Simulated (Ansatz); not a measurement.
# H4O4Sn: the cost of one run

All numbers are computed with Ansatz 0.2.0 through its Python package. Level of theory: Hartree-Fock/def2-SVP.

### 1 Starting point

Bond lengths: O1–Sn2 1.938 Å, Sn2–O3 1.953 Å, Sn2–O4 1.921 Å, Sn2–O5 1.963 Å, O1–H6 1.055 Å, O3–H7 1.005 Å, O4–H8 0.979 Å, O5–H9 0.995 Å. Angles: O1–Sn2–O3 107.8°, O1–Sn2–O4 110.6°, O1–Sn2–O5 110.3°, O3–Sn2–O4 107.7°, O3–Sn2–O5 109.9°, O4–Sn2–O5 110.5°, Sn2–O1–H6 105.2°, Sn2–O3–H7 107.3°, Sn2–O4–H8 106.2°, Sn2–O5–H9 108.1°.

The script reads h4o4sn.xyz:

```xyz
9

O     0.02240    1.41320   -1.55770
Sn    0.17750    0.06750   -0.17210
O     1.99130   -0.65240   -0.23970
O    -1.03900   -1.38270   -0.50000
O    -0.15960    0.86310    1.59060
H    -0.95160    1.80630   -1.45390
H     2.06060   -1.35550    0.47470
H    -0.91950   -2.01270    0.23950
H    -1.09360    1.20690    1.60140
```

### 2 The code

The input, bde_h4o4sn.py:

```python
import ansatz

BASIS_SET = 'def2-SVP'
XC = 'HF'


def energy_of(molecule, charge=0, unpaired=0):
    calc = (
        molecule.calculation()
        .basis(gaussian=BASIS_SET)
        .functional(XC)
    )
    if charge:
        calc = calc.charge(charge)
    if unpaired:
        calc = calc.spin('collinear', total=unpaired)
    return calc.run(threads=1).report['free_energy_ev']

def without(molecule, index):
    rest = ansatz.Crystal.molecule()
    for i, site in enumerate(molecule.cartesian_sites):
        if i != index:
            rest = rest.atom(site.symbol, site.position_ang)
    return rest


def main() -> None:
    geometry = ansatz.Crystal.molecule_from_extxyz('h4o4sn.xyz')

    whole = energy_of(geometry, 0)
    hydrogen = energy_of(ansatz.Crystal.molecule().atom('H', (0, 0, 0)), 0, 1)
    print(f'E(molecule) = {whole:.5f} eV, E(H) = {hydrogen:.5f} eV')
    for index in [8]:
        radical = energy_of(without(geometry, index), 0, 1)
        print(f'H{index}: homolysis {96.485332 * (radical + hydrogen - whole):.1f} kJ/mol')
        anion = energy_of(without(geometry, index), -1)
        print(f'H{index}: loss of a proton {96.485332 * (anion - whole):.1f} kJ/mol')


if __name__ == '__main__':
    main()
```

### 3 Launch

The run is started by

```bash
$ python bde_h4o4sn.py
```

**Question.** How long does this script take on 1 thread of Arm Neoverse V2, shared host, and how much memory does it need?

About 10 s, with a peak of 0.32 GiB.
